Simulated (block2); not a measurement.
**CH2BClO (SMILES ClB1CO1), step by step**

Aim: the energy (singlet CH2BClO, DMRG-CASCI(9 orbitals)/cc-pVDZ), then the vertical excitations (doublet CH2BClO+, DMRG-CASCI(9 orbitals)/cc-pVDZ) of CH2BClO. The job is set up through a Python script.

The calculation is run with block2 0.5.4.

## 1. Starting point

The species is CH2BClO (6 atoms), meant as a singlet with charge 0. SMILES: `ClB1CO1`. Geometry: relaxed at GFN2-xTB.

Bond lengths: Cl1–B2 1.679 Å, B2–C3 1.515 Å, B2–O4 1.324 Å, C3–O4 1.482 Å, C3–H5 1.082 Å, C3–H6 1.082 Å. Angles: Cl1–B2–C3 156.1°, Cl1–B2–O4 141.4°, C3–B2–O4 62.5°, B2–C3–O4 52.4°, B2–O4–C3 65.1°, B2–C3–H5 122.8°, B2–C3–H6 122.9°, O4–C3–H5 111.8°, O4–C3–H6 111.8°, H5–C3–H6 113.9°.

## 2. The energy at DMRG-CASCI(9 orbitals)/cc-pVDZ (start occupation bias 0.3) (run 2)

Input file run_dmrg.py:

```python
import numpy as np
from pyscf import gto, mcscf, mp, scf
from pyblock2._pyscf.ao2mo import integrals as itg
from pyblock2.driver.core import DMRGDriver, SymmetryTypes

geom = """
Cl    -0.695950    -2.257690     0.648640
B     -0.353140    -0.715430     0.081350
C      0.389740     0.603370     0.016280
O     -0.763890     0.174810    -0.808990
H      1.280120     0.745870    -0.581120
H      0.143120     1.449080     0.643840
"""
mol = gto.M(
    atom=geom,
    basis="cc-pvdz",
    spin=0,
    verbose=4,
    max_memory=2000,
)
print("nao                           : %d" % (mol.nao))
mf = scf.RHF(mol)
mf.conv_tol = 1e-10
mf.max_cycle = 200
mf.kernel()
if not mf.converged:
    mf = mf.newton().run(mf.mo_coeff, mf.mo_occ)
print("E(HF)                         : %.10f" % (mf.e_tot))
# rotate to MP2 natural orbitals
occ_no, mo = mcscf.addons.make_natural_orbitals(mp.MP2(mf, frozen=8).run())
mf.mo_coeff = mo
ncas, n_elec, spin, ecore, h1e, g2e, orb_sym = itg.get_rhf_integrals(mf, ncore=14, ncas=9, pg_symm=False, g2e_symm=1)
driver = DMRGDriver(scratch="./tmp", symm_type=SymmetryTypes.SU2, stack_mem=1500 << 20, n_threads=1)
# orbital ordering
idx = driver.orbital_reordering(h1e, g2e, method="fiedler")
print("orbital order:", idx.tolist())
h1e = h1e[np.ix_(idx, idx)]
g2e = g2e[np.ix_(idx, idx, idx, idx)]
orb_sym = np.array(orb_sym)[idx]
driver.initialize_system(n_sites=ncas, n_elec=n_elec, spin=spin, orb_sym=orb_sym)
mpo = driver.get_qc_mpo(h1e=h1e, g2e=g2e, ecore=ecore, iprint=1)
occs = np.array([1.7] * 5 + [0.3] * 4)[idx]
ket = driver.get_random_mps(tag="GS", bond_dim=25, nroots=1, occs=occs)
bond_dims = [25] * 3 + [50] * 4 + [100] * 2
noises = [0.0001] * 3 + [0.0001] * 4 + [1e-05] * 2 + [0]
thrds = [1e-09] * 9
e = driver.dmrg(mpo, ket, n_sweeps=15, tol=1e-05, bond_dims=bond_dims, noises=noises, thrds=thrds, iprint=2)
ms, dws, es = driver.get_dmrg_results()
print("discarded weight              : %.3e" % (dws[-1]))
print(f"total energy                  : {e:.10f}")
dm1 = driver.get_1pdm(ket)
print("natural occupations           :", np.round(np.linalg.eigvalsh(dm1)[::-1], 5).tolist())
c_act = mf.mo_coeff[:, 14:23][:, idx]
dm_ao = c_act @ dm1 @ c_act.T + 2 * mf.mo_coeff[:, :14] @ mf.mo_coeff[:, :14].T
print("dipole / D                    :", np.round(scf.hf.dip_moment(mol, dm_ao, verbose=0), 4).tolist())
print("largest bipartite entropy     : %.4f" % (max(driver.get_bipartite_entanglement(ket))))
csf, coef = driver.get_csf_coefficients(ket, cutoff=0.05, iprint=1)
print("c0^2                          : %.4f" % (np.max(np.abs(coef)) ** 2))
# FCI check
ci = mcscf.CASCI(mf, 9, (5, 5))
ci.fix_spin_(ss=0)
ci.fcisolver.conv_tol = 1e-10
ci.fcisolver.max_cycle = 200
ci.kernel()
print(f"FCI energy                    : {ci.e_tot:.10f}")
```

The run is started by

```bash
$ python run_dmrg.py
```

Standard output:

```text
[INPUT] verbose = 4
[... 78 lines left out ...]
integral symmetrize error =  0.0
[... 53 lines left out ...]
 <-- Site =    0-   1 .. Mmps =   16 Ndav =   1 E =   -598.1945560450 Error = 7.94e-21 FLOPS = 2.53e+08 Tdav = 0.00 T = 0.00
[... 43 lines left out ...]
 --> Site =    0-   1 .. Mmps =    3 Ndav =   1 E =   -598.1947870740 Error = 0.00e+00 FLOPS = 7.57e+08 Tdav = 0.00 T = 0.00
[... 34 lines left out ...]
 --> Site =    1-   2 .. Mmps =   10 Ndav =   1 E =   -598.1947882655 Error = 0.00e+00 FLOPS = 2.24e+09 Tdav = 0.00 T = 0.00
[... 34 lines left out ...]
 --> Site =    2-   3 .. Mmps =   35 Ndav =   1 E =   -598.1947911553 Error = 0.00e+00 FLOPS = 7.12e+09 Tdav = 0.00 T = 0.01
[... 16 lines left out ...]
 <-- Site =    5-   6 .. Mmps =   35 Ndav =   1 E =   -598.1947911676 Error = 0.00e+00 FLOPS = 6.57e+09 Tdav = 0.00 T = 0.01
 <-- Site =    4-   5 .. Mmps =   89 Ndav =   1 E =   -598.1947911676 Error = 9.08e-23 FLOPS = 9.34e+09 Tdav = 0.00 T = 0.04
 <-- Site =    3-   4 .. Mmps =  100 Ndav =   1 E =   -598.1947911676 Error = 2.94e-18 FLOPS = 1.08e+10 Tdav = 0.00 T = 0.04
 <-- Site =    2-   3 .. Mmps =   48 Ndav =   1 E =   -598.1947911676 Error = 4.19e-20 FLOPS = 7.56e+09 Tdav = 0.00 T = 0.01
 <-- Site =    1-   2 .. Mmps =   20 Ndav =   1 E =   -598.1947911676 Error = 4.42e-20 FLOPS = 2.26e+09 Tdav = 0.00 T = 0.00
 <-- Site =    0-   1 .. Mmps =    9 Ndav =   1 E =   -598.1947911676 Error = 1.28e-20 FLOPS = 1.88e+08 Tdav = 0.00 T = 0.00
[... 15 lines left out ...]
Sum of weights of included CSF =    0.981449310508824
[... 1 line left out ...]
CSF          0 022002202  =   -0.977781642267180
CSF          1 202002202  =    0.098135134956891
CSF          2 +-2002+-2  =   -0.083605654551404
CSF          3 022002022  =    0.073693169600694
CSF          4 02+-02+-2  =   -0.057803781211517
c0^2                          : 0.9561

******** <class 'pyscf.mcscf.casci.CASCI'> ********
CAS (5e+5e, 9o), ncore = 14, nvir = 47
natorb = False
canonicalization = True
sorting_mo_energy = False
max_memory 2000 MB (current use 318 MB)
******** <class 'pyscf.fci.addons.SpinPenaltyFCISolver'> ********
max. cycles = 200
conv_tol = 1e-10
davidson only = True
linear dependence = 1e-12
level shift = 0.001
max iter space = 12
max_memory 2000 MB
nroots = 1
pspace_size = 400
spin = None
Density matrix diagonal elements [1.99696395 1.99081786 1.98611124 1.97277722 1.96461814 0.03547383
 0.02952578 0.01254648 0.0111655 ]
CASCI converged
CASCI E = -598.194791178353  E(CI) = -20.8617693876063  S^2 = 0.0000000
FCI energy                    : -598.1947911784
```

Wall time 2.2 s (1 thread of Intel Xeon 6985P-C at 2.30GHz (Granite Rapids), shared host); peak memory 0.29 GiB.

## 3. The doublet cation: the excited states at DMRG-CASCI(9 orbitals)/cc-pVDZ (4 roots) (run 5)

Input file dmrg.py:

```python
import numpy as np
from pyscf import gto, mcscf, mp, scf
from pyblock2._pyscf.ao2mo import integrals as itg
from pyblock2.driver.core import DMRGDriver, SymmetryTypes

mol = gto.M(atom="""
Cl    -0.695950    -2.257690     0.648640
B     -0.353140    -0.715430     0.081350
C      0.389740     0.603370     0.016280
O     -0.763890     0.174810    -0.808990
H      1.280120     0.745870    -0.581120
H      0.143120     1.449080     0.643840
""", basis="cc-pvdz", charge=1, spin=1, verbose=3)
print("nao = %d" % (mol.nao))
mf = scf.ROHF(mol)
mf.conv_tol = 1e-10
mf.max_cycle = 200
mf.kernel()
if not mf.converged:
    mf = mf.newton().run(mf.mo_coeff, mf.mo_occ)
print(f"reference energy = {mf.e_tot:.10f}")
# rotate to MP2 natural orbitals
occ_no, mo = mcscf.addons.make_natural_orbitals(mp.MP2(mf.to_uhf(), frozen=8).run())
mf.mo_coeff = mo
ncas, n_elec, spin, ecore, h1e, g2e, orb_sym = itg.get_rhf_integrals(mf, ncore=14, ncas=9, pg_symm=False, g2e_symm=1)
dmrg = DMRGDriver(scratch="./tmp", symm_type=SymmetryTypes.SU2, stack_mem=1500 << 20, n_threads=1)
# order the orbitals along the chain
idx = dmrg.orbital_reordering(h1e, g2e, method="fiedler")
print("orbital order:", idx.tolist())
h1e = h1e[np.ix_(idx, idx)]
g2e = g2e[np.ix_(idx, idx, idx, idx)]
orb_sym = np.array(orb_sym)[idx]
dmrg.initialize_system(n_sites=ncas, n_elec=n_elec, spin=spin, orb_sym=orb_sym)
mpo = dmrg.get_qc_mpo(h1e=h1e, g2e=g2e, ecore=ecore, iprint=0)
psi = dmrg.get_random_mps(tag="GS", bond_dim=75, nroots=4)
bond_dims = [75] * 4 + [100] * 4
noises = [0.0001] * 4 + [1e-05] * 4 + [0]
thrds = [1e-07] * 8
e = dmrg.dmrg(mpo, psi, n_sweeps=14, tol=1e-06, bond_dims=bond_dims, noises=noises, thrds=thrds, iprint=2)
ms, dws, es = dmrg.get_dmrg_results()
print("max discarded weight = %.3e" % (dws[-1]))
print("state energies =", np.round(e, 9).tolist())
print("vertical gaps / eV =", np.round((np.array(e[1:]) - e[0]) * 27.211386, 4).tolist())
psi = dmrg.split_mps(psi, 0, "GS0")
print(f"final energy = {e[0]:.10f}")
dm1 = dmrg.get_1pdm(psi)
print("occupation numbers =", np.round(np.linalg.eigvalsh(dm1)[::-1], 5).tolist())
c_act = mf.mo_coeff[:, 14:23][:, idx]
dm_ao = c_act @ dm1 @ c_act.T + 2 * mf.mo_coeff[:, :14] @ mf.mo_coeff[:, :14].T
print("dipole moment (debye) =", np.round(scf.hf.dip_moment(mol, dm_ao, verbose=0), 4).tolist())
# exact diagonalisation in the same space
ci = mcscf.CASCI(mf, 9, (5, 4))
ci.fix_spin_(ss=0.75)
ci.fcisolver.conv_tol = 1e-10
ci.fcisolver.max_cycle = 200
ci.kernel()
print(f"exact diagonalisation = {ci.e_tot:.10f}")
```

The run is started by

```bash
$ python dmrg.py
```

Standard output:

```text
nao = 70
[... 47 lines left out ...]
 --> Site =    6-   7 .. Mmps =   75 Ndav =  12 Error = 1.07e-09 FLOPS = 3.38e+09 Tdav = 0.00
[... 82 lines left out ...]
 --> Site =    3-   4 .. Mmps =   75 Ndav =  22 Error = 2.84e-05 FLOPS = 1.21e+10 Tdav = 0.05
[... 82 lines left out ...]
 --> Site =    0-   1 .. Mmps =    4 Ndav =   4 Error = 0.00e+00 FLOPS = 2.62e+09 Tdav = 0.00
[... 73 lines left out ...]
 <-- Site =    2-   3 .. Mmps =  100 Ndav =  11 Error = 2.76e-06 FLOPS = 9.85e+09 Tdav = 0.01
[... 82 lines left out ...]
 <-- Site =    5-   6 .. Mmps =   35 Ndav =  16 Error = 0.00e+00 FLOPS = 8.43e+09 Tdav = 0.01
[... 48 lines left out ...]
 --> Site =    2-   3 .. Mmps =   56 Ndav =  12 Error = 0.00e+00 FLOPS = 9.76e+09 Tdav = 0.01
[... 4 lines left out ...]
 --> Site =    3-   4 .. Mmps =  100 Ndav =  19 Error = 5.38e-06 FLOPS = 1.49e+10 Tdav = 0.06
[... 4 lines left out ...]
 --> Site =    4-   5 .. Mmps =  100 Ndav =  13 Error = 1.91e-05 FLOPS = 1.53e+10 Tdav = 0.02
[... 4 lines left out ...]
 --> Site =    5-   6 .. Mmps =  100 Ndav =  11 Error = 1.13e-05 FLOPS = 8.91e+09 Tdav = 0.01
[... 4 lines left out ...]
 --> Site =    6-   7 .. Mmps =   80 Ndav =   8 Error = 1.40e-19 FLOPS = 4.03e+09 Tdav = 0.00
[... 4 lines left out ...]
 --> Site =    7-   8 .. Mmps =   34 Ndav =   4 Error = 1.91e-20 FLOPS = 2.53e+09 Tdav = 0.00
[... 12 lines left out ...]
max discarded weight = 1.907e-05
state energies = [-597.830650741, -597.743652621, -597.661322556, -597.590575389]
vertical gaps / eV = [2.3673, 4.6077, 6.5328]
final energy = -597.8306507410
occupation numbers = [1.9853, 1.9789, 1.97686, 1.96561, 1.00924, 0.03375, 0.02312, 0.01607, 0.01115]
dipole moment (debye) = [0.5699, -0.956, 1.075]
CASCI E = -597.830653936011  E(CI) = -21.4234369884474  S^2 = 0.7500000
exact diagonalisation = -597.8306539360
```

Run time: 4.2 s. Hardware: 1 thread of Intel Xeon 6985P-C at 2.30GHz (Granite Rapids), shared host; peak memory 0.3 GiB.

The roots found:

| excited state | energy (eV) |
| --- | --- |
| 1 | 2.367 |
| 2 | 4.608 |
| 3 | 6.533 |

## 4. Summary of results

| quantity | value |
| --- | --- |
| run 2, DMRG-CASCI(9 orbitals)/cc-pVDZ: total energy | -598.19479 Eh |
| run 2, DMRG-CASCI(9 orbitals)/cc-pVDZ: dipole moment (of the density that the program reports) | 1.43 D |
| doublet cation: energy of the lowest of 4 roots | -597.83065 Eh |
| doublet cation: lowest excitation energy within this active space | 2.37 eV |
